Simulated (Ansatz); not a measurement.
# MgSe5: the cost of one run

Program: Ansatz 0.2.0. Level of theory: DFT PBE, scalar-relativistic, plane waves, PAW. These are calculated values, not measurements.

1 further run of the same task is left out (it didn't finish).

## 1. Starting point

The structure is hexagonal, space group P-6m2 (No. 187). Conventional cell: a = 4.864 Å, b = 4.864 Å, c = 7.448 Å, α = 90.00°, β = 90.00°, γ = 120.00°. Around Mg (site symmetry -6m2) lie 2 Se at 1.76 Å. Around Se (site symmetry -6m2) lie 12 Se at 3.04 to 3.42 Å. Se (site symmetry 3m) has 1 Mg at 1.76 Å as nearest neighbours. Se (site symmetry 3m) has 1 Se at 2.34 Å as nearest neighbours.

Structure file:

```cif
data_structure
_symmetry_space_group_name_H-M 'P-6m2'
_symmetry_Int_Tables_number 187
_cell_length_a 4.8636
_cell_length_b 4.8636
_cell_length_c 7.4482
_cell_angle_alpha 90.000
_cell_angle_beta 90.000
_cell_angle_gamma 120.000
_cell_volume 152.58
loop_
_atom_site_label
_atom_site_type_symbol
_atom_site_symmetry_multiplicity
_atom_site_Wyckoff_symbol
_atom_site_fract_x
_atom_site_fract_y
_atom_site_fract_z
_atom_site_occupancy
Mg1 Mg 1 b 0.00000 0.00000 0.50000 1
Se1 Se 1 e 0.66667 0.33333 0.00000 1
Se2 Se 2 g 0.00000 0.00000 0.73676 1
Se3 Se 2 h 0.33333 0.66667 0.15683 1
```

A structure generator made this guess: random cell by space group and Wyckoff sites (P-6m2, No. 187). The dimensions are guesses.

## 2. Probe: one point on a coarse mesh

The input, input.yaml:

```yaml
crystal:
  lattice:
    - [4.86355645, 0.0, 0.0]
    - [-2.43177823, 4.21196344, 0.0]
    - [0.0, 0.0, 7.44816871]
  atoms:
    - { symbol: Mg, position: [0.33333333, 0.66666667, 0.5] }
    - { symbol: Se, position: [0.0, 0.0, 0.0] }
    - { symbol: Se, position: [0.33333333, 0.66666667, 0.73676423] }
    - { symbol: Se, position: [0.33333333, 0.66666667, 0.26323577] }
    - { symbol: Se, position: [0.66666667, 0.33333333, 0.15682979] }
    - { symbol: Se, position: [0.66666667, 0.33333333, 0.84317021] }
basis:
  ecutwfc: 420
kpoints:
  mp_grid: { grid: [6, 6, 4] }
hamiltonian:
  xc: pbe
scf:
  occupations: { method: gaussian, width: 0.1 }
  lower_state_search: "off"
output:
  forces: true
  stress: true
  eigenvalues: true
```

On the command line:

```sh
> ansatz run input.yaml --threads 1 --pin off --max-ram 2560MiB --backend cpu --events-out ev --progress --plain --runs-dir out
```

**Question.** How long does this run take on 1 thread of Intel Xeon at 2.70GHz, shared host, and how much memory does it need?

About 14 s, with a peak of 0.44 GiB.
